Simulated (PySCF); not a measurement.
# RuNF₃: structure of the triplet

The task is one start of a wider search on RuNF₃: the triplet, from a see-saw (ligand arrangement 1) start. It is relaxed, tested by its Hessian and followed downhill if it is a saddle.

Computed with PySCF 2.14.0. Level: PBE0, basis Ru def2-SVP with ECP28, N def2-SVP, F def2-SVP, scalar-relativistic core potentials, no spin–orbit coupling, density fitting.

## (1) The system as given

5 atoms, charge 0, spin multiplicity 3.

Bond lengths: Ru1–N2 1.740 Å, Ru1–F3 1.890 Å, Ru1–F4 1.890 Å, Ru1–F5 1.890 Å. Angles: N2–Ru1–F3 86.9°, N2–Ru1–F4 86.9°, N2–Ru1–F5 104.0°, F3–Ru1–F4 170.0°, F3–Ru1–F5 86.9°, F4–Ru1–F5 86.9°.

```xyz
5
charge 0 multiplicity 3
Ru    0.0000    0.0000    0.0000
N    -1.3711    0.0000    1.0713
F     0.0000    1.8828    0.1647
F     0.0000   -1.8828    0.1647
F     1.4893    0.0000    1.1636
```

## (2) Finding the electronic state

One driver script runs all steps and calls PySCF; scf.py shows how it sets up the SCF of each step. The optimiser is the driver's own. After this first run the driver tries any further starts and a stability analysis.

scf.py reads:

```python
from pyscf import gto, scf, dft
mol = gto.M(atom='''
Ru     0.000000     0.000000     0.000000
N     -1.371100     0.000000     1.071300
F      0.000000     1.882800     0.164700
F     -0.000000    -1.882800     0.164700
F      1.489300     0.000000     1.163600''',
    basis={'Ru': 'def2-SVP', 'N': 'def2-SVP', 'F': 'def2-SVP'},
    ecp={'Ru': 'def2-SVP'},
    charge=0, spin=2)
mf = dft.UKS(mol, xc='PBE0')
mf.grids.atom_grid = (50, 194)
aux = {'Ru': 'def2-universal-JKFIT', 'N': 'def2-universal-JKFIT', 'F': 'def2-universal-JKFIT'}
mf = mf.density_fit(auxbasis=aux)
mf.conv_tol = 1e-08
mf.diis_space = 10
mf.max_cycle = 60
mf.init_guess = 'minao'
mf.verbose = 4
mf.kernel()
```

On the command line:

```bash
OMP_NUM_THREADS=2 python axn.py task.json out
```

What it wrote:

```text
init E= -438.9626870775
[... the frontier-level lines of each cycle are left out ...]
cycle= 1 E= -447.879255336817  delta_E= -8.92  |g|=  1.1  |ddm|=  2.3
cycle= 2 E= -442.603743415943  delta_E= 5.28  |g|= 3.48  |ddm|= 2.83
cycle= 3 E= -447.421323339439  delta_E= -4.82  |g|= 1.48  |ddm|= 2.18
cycle= 4 E= -447.975366964564  delta_E= -0.554  |g|= 1.05  |ddm|= 1.58
cycle= 5 E= -448.337333121906  delta_E= -0.362  |g|= 0.453  |ddm|= 0.783
cycle= 6 E= -448.411503508786  delta_E= -0.0742  |g|= 0.131  |ddm|= 0.293
cycle= 7 E= -448.416480896526  delta_E= -0.00498  |g|= 0.097  |ddm|= 0.125
cycle= 8 E= -448.420775195469  delta_E= -0.00429  |g|= 0.0365  |ddm|= 0.0812
cycle= 9 E= -448.422629707954  delta_E= -0.00185  |g|= 0.0122  |ddm|= 0.092
cycle= 10 E= -448.42367284082  delta_E= -0.00104  |g|= 0.0115  |ddm|= 0.0753
cycle= 11 E= -448.424948898286  delta_E= -0.00128  |g|= 0.0102  |ddm|= 0.106
cycle= 12 E= -448.42583567741  delta_E= -0.000887  |g|= 0.00796  |ddm|= 0.105
cycle= 13 E= -448.426066972315  delta_E= -0.000231  |g|= 0.00497  |ddm|= 0.0444
cycle= 14 E= -448.426182790796  delta_E= -0.000116  |g|= 0.00363  |ddm|= 0.0317
cycle= 15 E= -448.426255087599  delta_E= -7.23e-05  |g|= 0.00133  |ddm|= 0.033
cycle= 16 E= -448.426272980963  delta_E= -1.79e-05  |g|= 0.000938  |ddm|= 0.0215
cycle= 17 E= -448.426279592156  delta_E= -6.61e-06  |g|= 0.000995  |ddm|= 0.0119
cycle= 18 E= -448.426280583548  delta_E= -9.91e-07  |g|= 0.000353  |ddm|= 0.00918
cycle= 19 E= -448.426281198187  delta_E= -6.15e-07  |g|= 0.000162  |ddm|= 0.00316
cycle= 20 E= -448.426281233116  delta_E= -3.49e-08  |g|= 6.9e-05  |ddm|= 0.00109
cycle= 21 E= -448.426281244621  delta_E= -1.15e-08  |g|= 2.85e-05  |ddm|= 0.000476
cycle= 22 E= -448.426281245429  delta_E= -8.08e-10  |g|= 1.82e-05  |ddm|= 8.96e-05
Extra cycle  E= -448.426281244157  delta_E= 1.27e-09  |g|= 6.31e-05  |ddm|= 5.79e-05
converged SCF energy = -448.426281244157  <S^2> = 2.4449966  2S+1 = 3.2832889
```

This step, with its further starts and checks, ran for 37 s (2 threads of Arm Neoverse N1, shared host).

Energies from each starting density:

```
                      start  energy (Eh)
    the minimal-basis guess  -448.426281
a thermally smeared density  -448.421432
      a smeared PBE density  -448.426281
```

The test of internal stability and the other starts found no lower solution of this spin.

## (3) See-saw (ligand arrangement 1) start, triplet: relaxation

The program finds Cs symmetry in the start, which this walk keeps. The walk stops when the largest gradient is under 0.0003 Eh/bohr and the energy has settled too.

Changes to scf.py since step 2:

```diff
@@ -3,5 +3,5 @@
-Ru     0.000000     0.000000     0.000000
-N     -1.371100     0.000000     1.071300
-F      0.000000     1.882800     0.164700
-F     -0.000000    -1.882800     0.164700
-F      1.489300     0.000000     1.163600''',
+Ru    -0.052600     0.000000    -0.250812
+N     -1.423700     0.000000     0.820488
+F     -0.052600     1.882800    -0.086112
+F     -0.052600    -1.882800    -0.086112
+F      1.436700     0.000000     0.912788''',
@@ -18 +17,0 @@
-mf.init_guess = 'minao'
```

The optimiser's trace:

```
step  energy (Eh)  change (kJ/mol)  largest symmetric gradient (Eh/bohr)
   0  -448.426281             0.00                               0.12859
   1  -448.467707          -108.76                               0.07491
   2  -448.471595          -118.97                               0.16180
   3  -448.490034          -167.38                               0.01922
   4  -448.493388          -176.19                               0.01307
   5  -448.497488          -186.95                               0.00548
   6  -448.499719          -192.81                               0.00596
   7  -448.500964          -196.08                               0.00649
   8  -448.501839          -198.38                               0.00452
   9  -448.502285          -199.55                               0.00313
  10  -448.502312          -199.62                               0.00203
  11  -448.502320          -199.64                               0.00031
  12  -448.502320          -199.64                               0.00006
```

The walk took 80 s.

Positions (Å) and forces (eV/Å) along the way:

```
step 0
Ru  -0.053   0.000  -0.251  -2.916   0.000   6.612
N   -1.424   0.000   0.820   2.356   0.000  -2.867
F   -0.053   1.883  -0.086   0.505  -0.428  -1.284
F   -0.053  -1.883  -0.086   0.505   0.428  -1.284
F    1.437   0.000   0.913  -0.449   0.000  -1.177
step 1
Ru  -0.094   0.000  -0.093  -2.732   0.000   3.852
N   -1.457   0.000   0.809   1.635   0.000  -1.660
F   -0.027   1.880  -0.154   0.457  -0.437  -0.920
F   -0.027  -1.880  -0.154   0.457   0.437  -0.920
F    1.460   0.000   0.902   0.184   0.000  -0.353
step 6
Ru  -0.182   0.000   0.231   0.207   0.000  -0.077
N   -1.518   0.000   1.056  -0.077   0.000   0.043
F    0.055   1.683  -0.554  -0.066  -0.306  -0.009
F    0.055  -1.683  -0.554  -0.066   0.306  -0.009
F    1.445   0.000   1.132   0.002   0.000   0.052
step 12
Ru  -0.162   0.000   0.347   0.003   0.000  -0.003
N   -1.478   0.000   1.198  -0.003   0.000   0.001
F    0.040   1.466  -0.786  -0.001   0.001   0.000
F    0.040  -1.466  -0.786  -0.001  -0.001   0.000
F    1.416   0.000   1.339   0.002   0.000   0.002
```

End point (C3v, 12 steps, 199.6 kJ/mol gained): Ru–F 1.864 Å (×3), Ru–N 1.567 Å; F–Ru–F 103.4° (×2), F–Ru–F 103.7°, F–Ru–N 114.9° (×3).

## (4) Vibrations and properties at this point

On the finer grid the gradient is checked again; gradients at displacements of ±0.02 bohr then give force constants and infrared intensities.

Changes to scf.py since step 3:

```diff
@@ -3,5 +3,5 @@
-Ru    -0.052600     0.000000    -0.250812
-N     -1.423700     0.000000     0.820488
-F     -0.052600     1.882800    -0.086112
-F     -0.052600    -1.882800    -0.086112
-F      1.436700     0.000000     0.912788''',
+Ru    -0.109741     0.000000     0.071244
+N     -1.424419     0.000000     0.924742
+F      0.086933     1.464877    -1.064783
+F      0.086933    -1.464877    -1.064783
+F      1.468513     0.000000     1.063323''',
@@ -12 +12 @@
-mf.grids.atom_grid = (50, 194)
+mf.grids.atom_grid = (75, 302)
@@ -15 +15 @@
-mf.conv_tol = 1e-08
+mf.conv_tol = 1e-10
```

The driver hands on the density of the step before, so the log starts near convergence.

Log of the central SCF (cycles and frontier levels):

```text
init E= -448.502485919901
[... the frontier-level lines of each cycle are left out ...]
cycle= 1 E= -448.502485919881  delta_E= 2.05e-11  |g|= 8.61e-06  |ddm|= 8.35e-06
Extra cycle  E= -448.502485919607  delta_E= 2.74e-10  |g|= 2.81e-05  |ddm|= 2.3e-05
converged SCF energy = -448.502485919607  <S^2> = 2.0161267  2S+1 = 3.010732
```

The whole step took 1.9 min.

Geometry: C3v; Ru–F 1.864 Å (×3), Ru–N 1.567 Å; F–Ru–F 103.6° (×3), F–Ru–N 114.9° (×3).

Wavenumbers (cm⁻¹): 14i, 14i, 200, 281, 281, 649, 649, 657, 1239. The imaginary mode needs a check.

## (5) Following the imaginary mode

The atoms are moved a little along the softest imaginary mode and relaxed again.

The program finds C1 symmetry in the start.

Changes to scf.py since step 4:

```diff
@@ -3,5 +3,5 @@
-Ru    -0.109741     0.000000     0.071244
-N     -1.424419     0.000000     0.924742
-F      0.086933     1.464877    -1.064783
-F      0.086933    -1.464877    -1.064783
-F      1.468513     0.000000     1.063323''',
+Ru    -0.098071    -0.035988     0.090147
+N     -1.408447    -0.048792     0.950272
+F      0.199818     1.379680    -1.090445
+F     -0.082468    -1.383167    -1.229645
+F      1.446807     0.232485     1.136142''',
@@ -12 +12 @@
-mf.grids.atom_grid = (75, 302)
+mf.grids.atom_grid = (50, 194)
@@ -15 +15 @@
-mf.conv_tol = 1e-10
+mf.conv_tol = 1e-08
```

Energy and gradient, step by step:

```
step  energy (Eh)  change (kJ/mol)  largest gradient (Eh/bohr)
   0  -448.500328             0.00                     0.01210
   1  -448.501319            -2.60                     0.00187
   2  -448.501550            -3.21                     0.00282
   3  -448.502068            -4.57                     0.00258
   4  -448.502227            -4.99                     0.00242
   5  -448.502303            -5.18                     0.00200
   6  -448.502317            -5.22                     0.00054
   7  -448.502320            -5.23                     0.00015
```

The walk took 44 s.

End point (C3v, 7 steps, 5.2 kJ/mol gained): Ru–F 1.864 Å (×3), Ru–N 1.567 Å; F–Ru–F 103.3° (×2), F–Ru–F 104.0°, F–Ru–N 114.9° (×3). The chain takes this as the point it left, so no new Hessian is run.

## (6) Outcome

```
           quantity  value
        relaxations      2
          converged      2
saddle points found      0
       minima found      0
```

**Reading.** No minimum was confirmed: the lowest point reached has no frequency check without an imaginary mode. No equilibrium property of the molecule follows from this session.
